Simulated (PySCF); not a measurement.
**GaS: from the state search to spectroscopic constants, part 1 of 2**

Aim: find the lowest electronic state of GaS, scan its bond at several levels of theory, and get bond length, wavenumber and dissociation energy from each curve.

The runs use PySCF 2.14.0; Ga def2-SVP, S def2-SVP, no relativity.

### Step 1. Set-up

Settings of the job:

```yaml
atoms: Ga, S
charge: 0
basis: Ga def2-SVP, S def2-SVP
Hamiltonian: no relativity
basis_functions: 50
electrons_treated: 47
masses_in_u: 68.9256, 31.9721
levels: PBE0, PBE, r²SCAN, r²SCAN0, B97-3, TPSS, ωB97X, HF, MP2, SCS-MP2, CCSD, CCSD(T)
grid: 80 radial by 434 angular points
occupations: held fixed by the projection of orbital angular momentum
dissociation_limit: Ga + S, each in its ground configuration
starting_distance_in_angstrom: 2.190
values_of_2S_to_try: 1, 3
```

Run with:

```console
> OMP_NUM_THREADS=1 python dia.py task.json out
```

The job searches for the state first and then visits each distance with every level. Its results follow level by level.

### Step 2. Which determinant to follow

At the starting distance of 2.190 Å the search finds these solutions (others can lie among them):

```
2Ms+1   unpaired          term  E (eV)  ⟨S²⟩  ⟨Lz²⟩  μ (D)
    2        σ ↑           ²Σ⁺    0.00  0.76   0.00  -3.41
    2        π ↑            ²Π    0.28  0.75   1.01  -0.77
    4  σ ↑, π ↑↑  not assigned    2.99  3.76   2.01  -0.40
    4  σ ↑, π ↑↑  not assigned    3.24  3.76   2.01  -0.47
    2  σ ↑, π ↑↓  not assigned    3.41  1.76   2.01  -0.58
    4      π ↑↑↑            ⁴Π    4.90  3.76   1.01   4.29
```

6 of 9 solutions are listed, lowest first.

A term symbol stands only where ⟨S²⟩ and ⟨Lz²⟩ are near those of a pure state. A positive dipole means Ga(−)S(+).

The most promising solutions are followed along the bond (rough minima from three points):

```
2Ms+1   unpaired  R at minimum (Å)  energy at minimum (eV)
    2        σ ↑              2.08                    0.00
    2        π ↑              2.32                    0.30
    4  σ ↑, π ↑↑              2.33                    3.03
```

The search made 9 SCF attempts at the starting distance; with the short scans it took 11 s of wall time (1 thread of Arm Neoverse V1, shared host).

### Step 3. First curve: PBE0

State followed: ²Σ⁺ (doublet), unpaired electrons σ ↑. The scan is laid around 2.078 Å.

The SCF at the reference distance, 2.078 Å, printed:

```text
******** <class 'pyscf.dft.uks_symm.SymAdaptedUKS'> ********
method = SymAdaptedUKS
initial guess = minao
damping factor = 0
level_shift factor = 0
DIIS = <class 'pyscf.scf.diis.CDIIS'>
diis_start_cycle = 1
diis_space = 10
diis_damp = 0
SCF conv_tol = 1e-09
SCF conv_tol_grad = None
SCF max_cycles = 60
direct_scf = False
max_memory 909 MB (current use 311 MB)
number electrons alpha = 24  beta = 23
XC library pyscf.dft.libxc version 7.0.0
    S. Lehtola, C. Steigemann, M. J.T. Oliveira, and M. A.L. Marques.,  SoftwareX 7, 1–5 (2018)
XC functionals = PBE0
    C. Adamo and V. Barone.,  J. Chem. Phys. 110, 6158 (1999)
    M. Ernzerhof and G. E. Scuseria.,  J. Chem. Phys. 110, 5029 (1999)
small_rho_cutoff = 0
Overwritten attributes  get_jk get_occ get_k get_j get_hcore  of <class 'pyscf.dft.uks_symm.SymAdaptedUKS'>
<class 'pyscf.dft.uks_symm.SymAdaptedUKS'> does not have attributes  refdm
Set gradient conv threshold to 3.16228e-05
init E= -2322.26120775109
cycle= 1 E= -2322.27917820535  delta_E= -0.018  |g|= 0.0182  |ddm|= 0.0555
cycle= 2 E= -2322.2784812514  delta_E= 0.000697  |g|= 0.0355  |ddm|= 0.0734
cycle= 3 E= -2322.27948681289  delta_E= -0.00101  |g|= 0.00527  |ddm|= 0.0503
cycle= 4 E= -2322.27950458193  delta_E= -1.78e-05  |g|= 0.00141  |ddm|= 0.00811
cycle= 5 E= -2322.27950673937  delta_E= -2.16e-06  |g|= 0.000726  |ddm|= 0.00299
cycle= 6 E= -2322.27950786986  delta_E= -1.13e-06  |g|= 0.000214  |ddm|= 0.00284
cycle= 7 E= -2322.27950801176  delta_E= -1.42e-07  |g|= 4.57e-05  |ddm|= 0.00119
cycle= 8 E= -2322.27950802538  delta_E= -1.36e-08  |g|= 1.5e-05  |ddm|= 0.000328
cycle= 9 E= -2322.27950802673  delta_E= -1.35e-09  |g|= 2.73e-06  |ddm|= 0.000116
cycle= 10 E= -2322.27950802675  delta_E= -1.23e-11  |g|= 7.57e-07  |ddm|= 1.34e-05
Extra cycle  E= -2322.27950802675  delta_E= 9.09e-13  |g|= 1.66e-06  |ddm|= 3.52e-06
converged SCF energy = -2322.27950802675  <S^2> = 0.7568549  2S+1 = 2.0068432
```

Points of the scan, energies from the lowest:

```
 R (Å)  E (eV)  μ (D)  Mulliken charge of Ga (e)  Mayer bond order  ⟨S²⟩  HOMO (eV)  LUMO (eV)
1.7871  1.2177  -2.39                       0.12              2.37  0.75      -7.25      -4.01
1.8702  0.5243  -2.64                       0.16              2.29  0.75      -7.36      -4.18
1.9533  0.1553  -2.86                       0.20              2.20  0.76      -7.36      -4.32
2.0157  0.0306  -3.02                       0.22              2.13  0.76      -7.21      -4.41
2.0780  0.0000  -3.16                       0.24              2.05  0.76      -7.07      -4.48
2.1403  0.0378  -3.30                       0.27              1.96  0.76      -6.94      -4.53
2.2235  0.1612  -3.48                       0.29              1.83  0.76      -6.77      -4.56
2.3274  0.3860  -3.72                       0.31              1.67  0.76      -6.57      -4.55
2.4520  0.7040  -4.06                       0.34              1.49  0.76      -6.34      -4.48
2.6183  1.1478  -4.59                       0.37              1.31  0.76      -6.03      -4.32
```

The fit gives Re = 2.071 Å, ωe = 475 cm⁻¹, ωexe = 2.37 cm⁻¹, αe = 0.00106 cm⁻¹, Be = 0.1799 cm⁻¹, De = 3.70 eV, μ = -3.15 D.

Orbitals nearest the gap at 2.078 Å:

```
spin  orbital  ε (eV)  filled                         made of
   β        π  -24.15     yes                      Ga d 100 %
   α        σ  -18.75     yes              S s 83 %, Ga s 8 %
   β        σ  -18.14     yes              S s 83 %, Ga s 9 %
   α        σ  -11.19     yes    Ga s 58 %, S p 32 %, S s 9 %
   β        σ  -10.13     yes   Ga s 60 %, S p 29 %, S s 10 %
   α        σ   -7.55     yes  S p 41 %, Ga p 32 %, Ga s 26 %
   α        π   -7.23     yes             S p 82 %, Ga p 16 %
   α        π   -7.23     yes             S p 82 %, Ga p 16 %
   β        π   -7.07     yes             S p 82 %, Ga p 16 %
   β        π   -7.07     yes             S p 82 %, Ga p 16 %
   β        σ   -4.48      no  S p 39 %, Ga p 30 %, Ga s 29 %
   α        π   -1.57      no             Ga p 83 %, S p 15 %
   α        π   -1.57      no             Ga p 83 %, S p 15 %
   β        π   -1.12      no             Ga p 84 %, S p 15 %
```

Polarisability there: 66.9 bohr³ along the bond, 38.2 across it. Without diffuse functions these come out too small, above all across the bond.

### Step 4. Fields at the reference distance

Orbitals, density, ELF and potential are computed afterwards from the orbital file.

Frontier orbitals at PBE0 (alpha spin), with the share of their density that lies nearest to each atom:

```
orbital  energy (eV)            lies on
   HOMO        -7.23  S2 83 %; Ga1 17 %
   LUMO        -1.57  Ga1 82 %; S2 18 %
```

ELF in a plane through or near 2 of the atoms.

Ten even steps from ' ' (0.00) to '@' (0.98):
```
                                                        
            ..........        ..::::......              
        ..::--------::......::--========--::            
    ..::--++****++++==--------==++******++==::          
    ::--++##%%##++++==========++**######**==--..        
  ::==**%%@@%%**==------==++++**##%%%%%%##**==::        
..==##%%@@@@##==::::::::--++**##%%@@@@@@%%##++--..      
::**@@@@@@%%++::::::::..::==**%%##++**##%%%%**--....    
--##@@@@@@##==::++****++..==****::::::::##%%**==::..    
--%%@@@@@@##----##==****::==**====****==++%%##==::..    
--%%@@@@@@##----##==****::==**====****==++%%##==::..    
--##@@@@@@##==::++**##++..==****..::....##%%**==::..    
::**@@@@@@%%++::::::::..::==**%%##++**##%%%%**--....    
..==##%%@@@@##==::::::::--++**##%%@@@@@@%%##++--..      
  ::==**%%@@%%**==------==++++**##%%%%%%##**==::        
    ::--++##%%##++++==========++**######**==--..        
    ..::--++****++++==--------==++******++==::          
        ..::--------::......::--========--::            
            ..........        ..::::......              
                                                        
```
The map spans 7.3 Å across and 5.2 Å up, centred on the molecule. Atoms in the plane (x, y in Å): Ga1 (-1.0, 0.0), S2 (1.0, 0.0).

On the surface of density 0.002 e/bohr³ the electrostatic potential runs, from the 1st to the 99th percentile, from -0.99 V near S2 to 1.70 V near Ga1.

The spin density lies nearest to Ga1 61 %; S2 39 %.

### Step 5. Other states along the same grid

State 2: ²Π (doublet), unpaired electrons π ↑, an excited solution.

The SCF at the reference distance, 2.078 Å, printed:

```text
[... 13 set-up lines left out, the same as in an earlier log ...]
max_memory 909 MB (current use 361 MB)
[... 8 set-up lines left out, the same as in an earlier log ...]
init E= -2322.24278717796
cycle= 1 E= -2322.25442332208  delta_E= -0.0116  |g|= 0.0123  |ddm|= 0.058
cycle= 2 E= -2322.25442251334  delta_E= 8.09e-07  |g|= 0.0142  |ddm|= 0.0475
cycle= 3 E= -2322.25456920484  delta_E= -0.000147  |g|= 0.00176  |ddm|= 0.0222
cycle= 4 E= -2322.25457041511  delta_E= -1.21e-06  |g|= 0.000574  |ddm|= 0.00208
cycle= 5 E= -2322.25457048582  delta_E= -7.07e-08  |g|= 9.17e-05  |ddm|= 0.000392
cycle= 6 E= -2322.25457049225  delta_E= -6.44e-09  |g|= 1.85e-05  |ddm|= 0.000168
cycle= 7 E= -2322.25457049264  delta_E= -3.84e-10  |g|= 2.49e-06  |ddm|= 4.84e-05
Extra cycle  E= -2322.25457049265  delta_E= -1.36e-11  |g|= 1.63e-06  |ddm|= 7.96e-06
converged SCF energy = -2322.25457049265  <S^2> = 0.75353534  2S+1 = 2.0035322
```

Re = 2.318 Å, ωe = 347 cm⁻¹, ωexe = 1.07 cm⁻¹, αe = 0.000703 cm⁻¹, Be = 0.1437 cm⁻¹, μ = -1.52 D. Its minimum lies 0.29 eV above that of the lowest state.

State 3: quartet, unpaired electrons σ ↑, π ↑↑, an excited solution.

Output of the SCF at 2.078 Å:

```text
[... 13 set-up lines left out, the same as in an earlier log ...]
max_memory 909 MB (current use 329 MB)
number electrons alpha = 25  beta = 22
[... 7 set-up lines left out, the same as in an earlier log ...]
init E= -2322.14358092255
cycle= 1 E= -2322.15691492873  delta_E= -0.0133  |g|= 0.00852  |ddm|= 0.0531
cycle= 2 E= -2322.15693755989  delta_E= -2.26e-05  |g|= 0.00853  |ddm|= 0.0265
cycle= 3 E= -2322.15698807554  delta_E= -5.05e-05  |g|= 0.00167  |ddm|= 0.0135
cycle= 4 E= -2322.15698984436  delta_E= -1.77e-06  |g|= 0.000725  |ddm|= 0.0032
cycle= 5 E= -2322.15699026639  delta_E= -4.22e-07  |g|= 0.000259  |ddm|= 0.00145
cycle= 6 E= -2322.1569903609  delta_E= -9.45e-08  |g|= 7.41e-05  |ddm|= 0.000878
cycle= 7 E= -2322.15699036938  delta_E= -8.48e-09  |g|= 1.2e-05  |ddm|= 0.000298
cycle= 8 E= -2322.1569903696  delta_E= -2.18e-10  |g|= 2.05e-06  |ddm|= 3.6e-05
Extra cycle  E= -2322.1569903696  delta_E= -5.91e-12  |g|= 1.89e-06  |ddm|= 6.06e-06
converged SCF energy = -2322.1569903696  <S^2> = 3.7552448  2S+1 = 4.0026215
```

Re = 2.314 Å, ωe = 299.9 cm⁻¹; the determinant mixes terms (⟨S²⟩ = 3.76, ⟨Lz²⟩ = 2.01), so these belong to no real state. Its minimum lies 3.02 eV above that of the lowest state.

Energy (eV) from the lowest point of the lowest state:

```
R (Å)  lowest  state 2  state 3
1.787   1.218    3.264    5.745
1.870   0.524    2.135    4.668
1.953   0.155    1.365    3.950
2.016   0.031    0.963    3.585
2.078   0.000    0.679    3.334
2.140   0.038    0.487    3.171
2.224   0.161    0.343    3.054
2.327   0.386    0.294    3.020
2.452   0.704    0.368    3.072
2.618   1.148    0.598    3.203
```

### Step 6. PBE

Log of the SCF at 2.078 Å:

```text
[... 17 set-up lines left out, the same as in an earlier log ...]
XC functionals = PBE
    J. P. Perdew, K. Burke, and M. Ernzerhof.,  Phys. Rev. Lett. 77, 3865 (1996)
    J. P. Perdew, K. Burke, and M. Ernzerhof.,  Phys. Rev. Lett. 78, 1396 (1997)
    J. P. Perdew, K. Burke, and M. Ernzerhof.,  Phys. Rev. Lett. 77, 3865 (1996)
    J. P. Perdew, K. Burke, and M. Ernzerhof.,  Phys. Rev. Lett. 78, 1396 (1997)
[... 2 set-up lines left out, the same as in an earlier log ...]
init E= -2322.21140384284
cycle= 1 E= -2322.21093541217  delta_E= 0.000468  |g|= 0.0844  |ddm|= 0.133
cycle= 2 E= -2322.19582015374  delta_E= 0.0151  |g|= 0.159  |ddm|= 0.256
cycle= 3 E= -2322.20931465049  delta_E= -0.0135  |g|= 0.0803  |ddm|= 0.286
cycle= 4 E= -2322.21366019123  delta_E= -0.00435  |g|= 0.00186  |ddm|= 0.0987
cycle= 5 E= -2322.2136625402  delta_E= -2.35e-06  |g|= 0.00142  |ddm|= 0.00622
cycle= 6 E= -2322.21366437845  delta_E= -1.84e-06  |g|= 0.000119  |ddm|= 0.00212
cycle= 7 E= -2322.21366438958  delta_E= -1.11e-08  |g|= 2.84e-05  |ddm|= 0.00014
cycle= 8 E= -2322.21366439024  delta_E= -6.61e-10  |g|= 4.58e-06  |ddm|= 4.09e-05
Extra cycle  E= -2322.21366439015  delta_E= 9.46e-11  |g|= 1.13e-05  |ddm|= 2.36e-05
converged SCF energy = -2322.21366439015  <S^2> = 0.75316114  2S+1 = 2.0031586
```

Re = 2.090 Å, ωe = 461 cm⁻¹, ωexe = 2.15 cm⁻¹, αe = 0.00101 cm⁻¹, Be = 0.1767 cm⁻¹, De = 3.95 eV, μ = -2.74 D. 13 s of CPU time for 12 points, integrals apart.

### Step 7. r²SCAN

Output of the SCF at 2.078 Å:

```text
[... 17 set-up lines left out, the same as in an earlier log ...]
XC functionals = R2SCAN
    J. W. Furness, A. D. Kaplan, J. Ning, J. P. Perdew, and J. Sun.,  J. Phys. Chem. Lett. 11, 8208-8215 (2020)
    J. W. Furness, A. D. Kaplan, J. Ning, J. P. Perdew, and J. Sun.,  J. Phys. Chem. Lett. 11, 9248-9248 (2020)
    J. W. Furness, A. D. Kaplan, J. Ning, J. P. Perdew, and J. Sun.,  J. Phys. Chem. Lett. 11, 8208-8215 (2020)
    J. W. Furness, A. D. Kaplan, J. Ning, J. P. Perdew, and J. Sun.,  J. Phys. Chem. Lett. 11, 9248-9248 (2020)
[... 2 set-up lines left out, the same as in an earlier log ...]
init E= -2322.6388253171
cycle= 1 E= -2322.63926259571  delta_E= -0.000437  |g|= 0.028  |ddm|= 0.0833
cycle= 2 E= -2322.63520292826  delta_E= 0.00406  |g|= 0.0725  |ddm|= 0.137
cycle= 3 E= -2322.63978893658  delta_E= -0.00459  |g|= 0.0145  |ddm|= 0.111
cycle= 4 E= -2322.63985253007  delta_E= -6.36e-05  |g|= 0.000804  |ddm|= 0.0116
cycle= 5 E= -2322.63985331738  delta_E= -7.87e-07  |g|= 0.000233  |ddm|= 0.00199
cycle= 6 E= -2322.6398534044  delta_E= -8.7e-08  |g|= 9.43e-05  |ddm|= 0.000654
cycle= 7 E= -2322.63985341989  delta_E= -1.55e-08  |g|= 3.47e-05  |ddm|= 0.000303
cycle= 8 E= -2322.63985342291  delta_E= -3.02e-09  |g|= 1.45e-05  |ddm|= 0.000152
cycle= 9 E= -2322.63985342331  delta_E= -3.99e-10  |g|= 1.81e-06  |ddm|= 5.7e-05
Extra cycle  E= -2322.63985342332  delta_E= -6.37e-12  |g|= 1.79e-06  |ddm|= 6.8e-06
converged SCF energy = -2322.63985342332  <S^2> = 0.75731162  2S+1 = 2.0072983
```

Re = 2.063 Å, ωe = 486 cm⁻¹, ωexe = 2.38 cm⁻¹, αe = 0.00104 cm⁻¹, Be = 0.1814 cm⁻¹, De = 3.90 eV, μ = -3.04 D. 20 s of CPU time for 12 points, integrals apart.

(Continued in part 2 of 2.)
